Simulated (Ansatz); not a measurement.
# CH6GeTe: one species, many methods

One table from this session's results is given with a row withheld; the runs are named, their logs left out.

Method: functionals in def2-TZVPP, the program's frozen cores in correlated methods; program: Ansatz 0.2.0, Gaussian basis.

Plan: LDA (SPW92), PBE-D4, revPBE-D4, BLYP-D4, r2SCAN-D4, B97M-V, PBE0-D4, B3LYP-D4, r2SCANh-D4, r2SCAN0-D4, HSE06-D4, BHLYP-D4, CAM-B3LYP-D4, LC-ωPBE, ωB97X-V, ωB97M-V, B2PLYP, PBE-QIDH; CCSD(T)/def2-SVP; CCSD(T)/def2-TZVPP; MP2/def2-QZVPP; extrapolation to the limit; RPA on PBE.

### The relaxed structure

The geometry comes from an earlier relaxation with PBE0-D4 in a triple-zeta def2 set; it is a stationary point, not always the lowest conformer. Te takes the def2 core potential; no spin-orbit term is included.

SMILES `C[Te][GeH3]`, 9 atoms, charge 0, spin multiplicity 1.

Atoms are counted from 1 here; the program's logs count them from 0.

Bond lengths: C1–Te2 2.149 Å, C1–H4 1.087 Å, C1–H5 1.089 Å, C1–H6 1.087 Å, Te2–Ge3 2.547 Å, Ge3–H7 1.535 Å, Ge3–H8 1.539 Å, Ge3–H9 1.539 Å. Angles: Te2–C1–H4 109.8°, Te2–C1–H5 106.6°, Te2–C1–H6 109.8°, H4–C1–H5 109.8°, H4–C1–H6 111.0°, H5–C1–H6 109.8°, C1–Te2–Ge3 94.1°, Te2–Ge3–H7 107.2°, Te2–Ge3–H8 110.4°, Te2–Ge3–H9 110.4°, H7–Ge3–H8 110.0°, H7–Ge3–H9 110.0°, H8–Ge3–H9 108.8°.

The first run:

Input file in.yaml:

```yaml
crystal:
  periodic: [false, false, false]
  atoms:
    - {symbol: C, position_ang: [-0.794078, 1.189533, -0.988795]}
    - {symbol: Te, position_ang: [1.269120, 0.615190, -0.807314]}
    - {symbol: Ge, position_ang: [0.808308, -1.165802, 0.953864]}
    - {symbol: H, position_ang: [-1.384421, 0.340918, -1.326150]}
    - {symbol: H, position_ang: [-0.831356, 1.983424, -1.732822]}
    - {symbol: H, position_ang: [-1.158116, 1.562333, -0.034387]}
    - {symbol: H, position_ang: [2.155697, -1.803978, 1.318928]}
    - {symbol: H, position_ang: [-0.147089, -2.235598, 0.396863]}
    - {symbol: H, position_ang: [0.170436, -0.532419, 2.202614]}
basis:
  gaussian: {orbitals: def2-TZVPP}
hamiltonian: {xc: lda}
output: {orbitals: {seedname: orbitals}}
```

Launch:

```console
ansatz run in.yaml --threads 4 --pin off --events-out ev --progress --plain --max-ram 10444MiB
```

Among the steps run: LDA; PBE-D4 (GGA); revPBE-D4 (GGA); BLYP-D4 (GGA); r2SCAN-D4 (meta-GGA); B97M-V (meta-GGA); B3LYP-D4 (hybrid); r2SCANh-D4 (hybrid); r2SCAN0-D4 (hybrid); HSE06-D4 (hybrid); BHLYP-D4 (hybrid); CAM-B3LYP-D4 (range-separated); LC-ωPBE (range-separated); ωB97X-V (range-separated); ωB97M-V (range-separated); B2PLYP (double hybrid); PBE-QIDH (double hybrid).

One of the session's tables, all rows but one given; the rest of the session is left out.

It belongs to the step «Orbital energies across the functionals». 

```
  functional  HOMO (eV)  gap (eV)
 LDA (SPW92)      -5.15      3.39
      PBE-D4      -5.03      3.46
   revPBE-D4      -4.99      3.50
     BLYP-D4          ?         ?
   r2SCAN-D4      -5.26      3.90
      B97M-V      -5.31      3.90
     PBE0-D4      -6.06      5.28
    B3LYP-D4      -5.85      4.83
  r2SCANh-D4      -5.64      4.56
  r2SCAN0-D4      -6.20      5.54
    HSE06-D4      -5.67      4.52
    BHLYP-D4      -6.93      6.96
CAM-B3LYP-D4      -7.27      7.43
     LC-ωPBE      -8.55      9.83
     ωB97X-V      -8.25      9.41
     ωB97M-V      -8.14      9.09
```

Estimate the missing values for BLYP-D4.

Worked estimate for «HOMO (eV)». Against the share of exact exchange, B3LYP-D4 (0.2, -5.85), BHLYP-D4 (0.5, -6.93) give a slope of -3.60 per unit share; at 0 the line stands at -5.13.

The run gave: HOMO (eV): -4.88; gap (eV): 3.39. In «HOMO (eV)» the line misses by -0.25.
